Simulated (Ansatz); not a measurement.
# BClH₄N₂: vertical ionisation energy

The task here is to estimate one member of a computed series from the others.

The runs use Ansatz 0.2.0, Gaussian basis; unrestricted cation, the program's frozen cores in correlated methods.

Levels to be run: UKS PBE-D4/def2-TZVPP; UKS r2SCAN-D4/def2-TZVPP; UKS PBE0-D4/def2-TZVPP; UKS B3LYP-D4/def2-TZVPP; UKS wB97X-V/def2-TZVPP; UKS wB97M-V/def2-TZVPP; UKS B2PLYP/def2-TZVPP; UHF-CCSD(T)/def2-TZVPP; UHF-MP2/def2-QZVPP; extrapolation to the limit; then −ε(HOMO) from the neutral's earlier runs with LDA (SPW92), PBE-D4, revPBE-D4, BLYP-D4, r2SCAN-D4, B97M-V, PBE0-D4, B3LYP-D4, r2SCANh-D4, r2SCAN0-D4, HSE06-D4, BHLYP-D4, CAM-B3LYP-D4, LC-ωPBE, ωB97X-V, ωB97M-V.

### Structure used throughout

An earlier PBE0-D4 in a triple-zeta def2 set relaxation fixed the geometry.

SMILES `NB(N)Cl`, 8 atoms, charge 0, spin multiplicity 1.

Atoms are counted from 1 here; the program's logs count them from 0.

Bond lengths: N1–B2 1.404 Å, N1–H5 1.003 Å, N1–H6 1.004 Å, B2–N3 1.404 Å, B2–Cl4 1.790 Å, N3–H7 1.003 Å, N3–H8 1.004 Å. Angles: B2–N1–H5 121.8°, B2–N1–H6 123.7°, H5–N1–H6 114.5°, N1–B2–N3 124.6°, N1–B2–Cl4 117.7°, N3–B2–Cl4 117.7°, B2–N3–H7 121.8°, B2–N3–H8 123.7°, H7–N3–H8 114.5°.

The first run:

in.yaml

```yaml
crystal:
  periodic: [false, false, false]
  atoms:
    - {symbol: N, position_ang: [-0.208041, 1.232158, -0.182996]}
    - {symbol: B, position_ang: [-0.246561, -0.169739, -0.246700]}
    - {symbol: N, position_ang: [0.583032, -1.024699, 0.496048]}
    - {symbol: Cl, position_ang: [-1.437172, -0.919852, -1.352728]}
    - {symbol: H, position_ang: [-0.821632, 1.803057, -0.733595]}
    - {symbol: H, position_ang: [0.422791, 1.745401, 0.405360]}
    - {symbol: H, position_ang: [0.519284, -2.022357, 0.417362]}
    - {symbol: H, position_ang: [1.280398, -0.701169, 1.141446]}
basis:
  gaussian: {orbitals: def2-TZVPP}
total_charge: 1
magnetization: {spin_polarized: true, initial_magnetization: 1}
hamiltonian: {xc: pbe, dispersion: d4}
```

The run is started by

```
> ansatz run in.yaml --threads 4 --pin off --events-out ev --progress --plain --max-ram 10444MiB
```

Steps of the session up to this table: Cation, UKS PBE-D4/def2-TZVPP; Cation, UKS r2SCAN-D4/def2-TZVPP; Cation, UKS PBE0-D4/def2-TZVPP; Cation, UKS B3LYP-D4/def2-TZVPP; Cation, UKS wB97X-V/def2-TZVPP; Cation, UKS wB97M-V/def2-TZVPP; Cation, UKS B2PLYP (frozen core)/def2-TZVPP; Cation, UHF-CCSD(T)/def2-TZVPP; Cation, UHF-MP2/def2-QZVPP.

One table of the session follows, with a row left open; its other results are not shown here.

It belongs to the step «Ionisation energies side by side». Orbital estimates, from the neutral's runs:

```
  functional  −ε(HOMO) (eV)
 LDA (SPW92)              ?
      PBE-D4           5.90
   revPBE-D4           5.84
     BLYP-D4           5.78
   r2SCAN-D4           6.21
      B97M-V           6.28
     PBE0-D4           7.34
    B3LYP-D4           7.09
  r2SCANh-D4           6.75
  r2SCAN0-D4           7.56
    HSE06-D4           6.93
    BHLYP-D4           8.68
CAM-B3LYP-D4           8.78
     LC-ωPBE          10.21
     ωB97X-V           9.81
     ωB97M-V           9.70
```

Q: Estimate the row for LDA (SPW92) from the others.

**Answer.** −ε(HOMO) (eV): 6.08. In the column «−ε(HOMO) (eV)» it lies between PBE-D4 (5.90) and r2SCAN-D4 (6.21).
